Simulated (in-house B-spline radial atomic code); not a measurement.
# Ca⁶⁺: ionisation energy by several methods

The task here is to estimate one member of a computed series from the others.

The numbers are computed with in-house B-spline radial atomic code version 1 (scalar-relativistic (X2C), several functionals, spin-polarised; spherical all-electron atom at the radial basis limit), except any that are marked as measured or tabulated.

## The atom as given

```
element       : calcium (Z = 20)
charge        : +6
electrons     : 14
configuration : [Ne] 3s2 3p2
nucleus       : Fermi, rms radius 3.478 fm
```

The outer shells:

[Ne] 3s2 3p2
```
[Ne] core
3s [↑↓]
3p [↑ ][↑ ][  ]
```

Where spins are not typed, each open shell is filled with up spins first.

The first run:

Input settings:

```ini
Z = 20
electrons = 14.0
configuration = [Ne] 3s2 3p2
hamiltonian = x2c
method = hf
spin_polarised = True
nucleus = fermi
rms_radius = 3.4776
mass_number = 40
atomic_mass = 39.96259085
speed_of_light = 137.035999084
```

Among the steps run: Hartree-Fock; PBE; r2SCAN; BP86; TPSS; AM05; PBEsol; SCAN.

One table of the session follows, with a row left open; its other results are not shown here.

```
      method  ΔSCF (eV)
         PBE     127.48
        BP86     127.54
        AM05     127.35
      PBEsol          ?
      r2SCAN     127.76
        TPSS     127.63
        SCAN     127.84
Hartree-Fock     126.44
```

Estimate the missing values for PBEsol.

As computed: ΔSCF (eV): 127.39. In the column «ΔSCF (eV)» it lies between AM05 (127.35) and PBE (127.48).

Caveats from the session: Meta-GGA runs start from a PBE run whose iterations are not counted.
